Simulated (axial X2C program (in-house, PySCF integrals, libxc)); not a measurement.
**SInS²⁺: bond lengths and stretches, held linear**

One table from this session's results is given with a row withheld; the runs are named, their logs left out.

The runs use an in-house X2C program for linear molecules on PySCF integrals; all-electron X2C, two-component (2c) or spin-free, S dyall-av3z, In dyall-v3z.

All values are calculated.

2 further runs of the same task are left out: 2 set aside as unsound or not needed.

Set-up of the first run:

Contents of task.json:

```json
{"zs": [16, 49, 16], "q": 2, "bas": ["dyall-av3z", "dyall-v3z", "dyall-av3z"], "r0": [2.3, 2.3], "symm": 1, "scan": ["PBE0", "HF", "B3LYP"], "levels": ["PBE0", "HF", "PBE"], "nst": 2}
```

Keys: zs atomic numbers; q charge; bas basis sets; r0 starting distance in Å; symm equal bonds; scan levels of the two-bond scan; levels methods; nst determinants followed.

Run with:

```console
> python solin.py task.json out
```

Masses S 31.972, In 114.904, S 31.972 u.

Among the steps run: Scan at PBE0, 2c; Scan at B3LYP, 2c; Scan at PBE0, spin-free.

One of the session's tables, all rows but one given; the rest of the session is left out.

| level | r(S–In) (Å) | r(In–S) (Å) | lower stretch (cm⁻¹) | upper stretch (cm⁻¹) |
| --- | --- | --- | --- | --- |
| PBE0, 2c | 2.392 | 2.392 | 222.5 | 302.3 |
| B3LYP, 2c | 2.427 | 2.427 | 262.1 | 276.1 |
| PBE0, spin-free | ? | ? | ? | ? |
| B3LYP, spin-free | 2.428 | 2.428 | 261.4 | 275.3 |

Q: Estimate the row for PBE0, spin-free from the others.

**Answer.** r(S–In) (Å): 2.393; r(In–S) (Å): 2.393; lower stretch (cm⁻¹): 219.9; upper stretch (cm⁻¹): 301.9. In the column «r(S–In) (Å)» it lies between PBE0, 2c (2.392) and B3LYP, 2c (2.427).

Scans not shown above were run alike.

Limits of these values: A multiply charged ion may be only metastable. The molecule was held linear; bending was not examined, so a bent shape may lie lower. Note: functional without a current term on a determinant with orbital currents, of the molecule or an atom.
